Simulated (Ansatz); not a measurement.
From input file to script: CH₅ClNSi, SMILES C[N][SiH2]Cl in Ansatz 0.2.0.

```yaml
crystal:
  periodic: [false, false, false]
  atoms:
    - { symbol: C, position_ang: [0.5104, 1.2701, 0.1458] }
    - { symbol: "N", position_ang: [0.8229, -0.0717, 0.3979] }
    - { symbol: Si, position_ang: [-0.4288, -1.2184, -0.123] }
    - { symbol: Cl, position_ang: [0.2615, -3.1306, 0.2916] }
    - { symbol: H, position_ang: [0.3219, 1.526, -0.95] }
    - { symbol: H, position_ang: [-0.4427, 1.6537, 0.6641] }
    - { symbol: H, position_ang: [1.2871, 1.9904, 0.4747] }
    - { symbol: H, position_ang: [-1.6285, -0.9609, 0.6145] }
    - { symbol: H, position_ang: [-0.6152, -1.105, -1.5327] }
magnetization:
  spin_polarized: true
  initial_magnetization: 1
basis:
  gaussian: { orbitals: def2-SVP }
correlation:
  method: mp2
  electrons: all
output:
  forces: true
```

On the command line:
```console
$ ansatz run input.yaml --threads 1 --pin off --max-ram 4096MiB --backend cpu --events-out ev --progress --plain --runs-dir out
Engine: ansatz 0.2.0, aarch64-unknown-linux-gnu
Functional definition: HF
  exchange = exact_x
  correlation = 0
872 factors; integrals over basis functions are off by at most 1.1e-3 eV
mean field evaluation 1: about -22946.1841 eV, gradient 1.9e1 eV
mean field evaluation 2: about -22946.1871 eV, gradient 1.9e1 eV
mean field evaluation 4: about -22948.9202 eV, gradient 2.9e0 eV
mean field evaluation 8: about -22949.0399 eV, gradient 1.3e-1 eV
mean field evaluation 16: about -22948.3656 eV, gradient 5.7e0 eV
mean field -22949.04021457 eV, -843.3616724672 hartree, gradient 2.2e-6 eV, S^2 0.760686; 2 other end points of the search recorded, 0 dependent functions left out
reference -22949.04021457 eV, -843.3616724672 hartree; 25, 24 occupied and 64, 65 virtual orbitals, 872 factors
second order -14.37075670 eV of doubles, -0.00000000 eV of singles
the calculation of the forces begins
Total energy: -22963.41097127 eV, -843.8897880352 hartree
Atom 0 at     0.510400     1.270100     0.145800 Å, force    -0.890492     2.499345    -0.342417 eV/Å
Atom 1 at     0.822900    -0.071700     0.397900 Å, force    -0.435557    -0.819796    -0.123425 eV/Å
Atom 2 at    -0.428800    -1.218400    -0.123000 Å, force     1.680166    -0.627964     0.861741 eV/Å
Atom 3 at     0.261500    -3.130600     0.291600 Å, force    -0.266158     0.385206    -0.094118 eV/Å
Atom 4 at     0.321900     1.526000    -0.950000 Å, force     0.135622    -0.521606     0.842286 eV/Å
Atom 5 at    -0.442700     1.653700     0.664100 Å, force     0.843088    -0.747541    -0.487065 eV/Å
Atom 6 at     1.287100     1.990400     0.474700 Å, force     0.014018    -0.383719    -0.039496 eV/Å
Atom 7 at    -1.628500    -0.960900     0.614500 Å, force    -0.860601     0.120118     0.480180 eV/Å
Atom 8 at    -0.615200    -1.105000    -1.532700 Å, force    -0.220086     0.095958    -1.097687 eV/Å
Dipole moment:    -0.340780     0.446016    -0.185556 e Å
```

The script, `deck.py`:
```python
"""CH5ClNSi through the session interface."""

import ansatz as az
import numpy as np

deck = {
    "crystal": {
        "periodic": [False, False, False],
        "atoms": [
            {"symbol": "C", "position_ang": [0.5104, 1.2701, 0.1458]},
            {"symbol": "N", "position_ang": [0.8229, -0.0717, 0.3979]},
            {"symbol": "Si", "position_ang": [-0.4288, -1.2184, -0.123]},
            {"symbol": "Cl", "position_ang": [0.2615, -3.1306, 0.2916]},
            {"symbol": "H", "position_ang": [0.3219, 1.526, -0.95]},
            {"symbol": "H", "position_ang": [-0.4427, 1.6537, 0.6641]},
            {"symbol": "H", "position_ang": [1.2871, 1.9904, 0.4747]},
            {"symbol": "H", "position_ang": [-1.6285, -0.9609, 0.6145]},
            {"symbol": "H", "position_ang": [-0.6152, -1.105, -1.5327]},
        ],
    },
    "magnetization": {"spin_polarized": True, "initial_magnetization": 1},
    "basis": {"gaussian": {"orbitals": "def2-SVP"}},
    "correlation": {"method": "mp2", "electrons": "all"},
    "output": {"forces": True},
}
session = az.Session.from_dict(deck)
report = session.plan(threads=1).execute().report

for key in ("converged", "free_energy_ev", "reference_energy_ev", "n_frozen", "n_occupied", "n_virtual"):
    print(f"{key:22s} {report[key]}")
symbols = ["C", "N", "Si", "Cl", "H", "H", "H", "H", "H"]
parts = report["correlation"]
for name in ("random_phase", "coupled_cluster", "perturbative"):
    if name in parts:
        print(f"{name:16s} {parts[name]['energy']['hartree']:12.7f} Ha")
if "second_order" in parts:
    pair = parts["second_order"]
    print(f"MP2 same spin {pair['same_spin']['hartree']:.7f} Ha, opposite spin {pair['opposite_spin']['hartree']:.7f} Ha")
state = report["mean_field"]["state"]
print(f"mean field: {state['energy']['hartree']:.7f} Ha, <S^2> = {abs(state['spin_squared']):.4f}, stability: {state.get('stability', {}).get('kind')}")

forces = np.array(report["forces_ev_ang"])
print("largest force", round(float(np.linalg.norm(forces, axis=1).max()), 4), "eV/A, rms", round(float(np.sqrt((forces ** 2).mean())), 4))
charges = report["charge_distribution"]
print("dipole moment", round(4.803205 * float(np.linalg.norm(charges["dipole_moment_e_ang"])), 3), "D")
print("Mulliken:", [(s, round(q, 3)) for s, q in zip(symbols, charges["mulliken_charges_e"])])
```

```console
$ python deck.py
converged              True
free_energy_ev         -22963.410971271376
reference_energy_ev    -22949.04021456838
n_frozen               0
n_occupied             [25, 24]
n_virtual              [64, 65]
MP2 same spin -0.1242994 Ha, opposite spin -0.4038162 Ha
mean field: -843.3616725 Ha, <S^2> = 0.7607, stability: minimum
largest force 2.6752 eV/A, rms 0.7964
dipole moment 2.84 D
Mulliken: [('C', -0.001), ('N', -0.411), ('Si', 0.772), ('Cl', -0.288), ('H', 0.058), ('H', 0.059), ('H', 0.053), ('H', -0.121), ('H', -0.122)]
```

The settings weren't tested for convergence. The geometry is a force-field or estimated start, not a minimum of this method, and the basis set is short of its limit. The run takes the species as open-shell (spin multiplicity 2), which needn't be its ground state. Wall time of the script: 6 s on 1 thread of Arm Neoverse V2, with other jobs on the host, peak memory 0.29 GiB.

(Lines on the test bed's own set-up are left out of the output.)
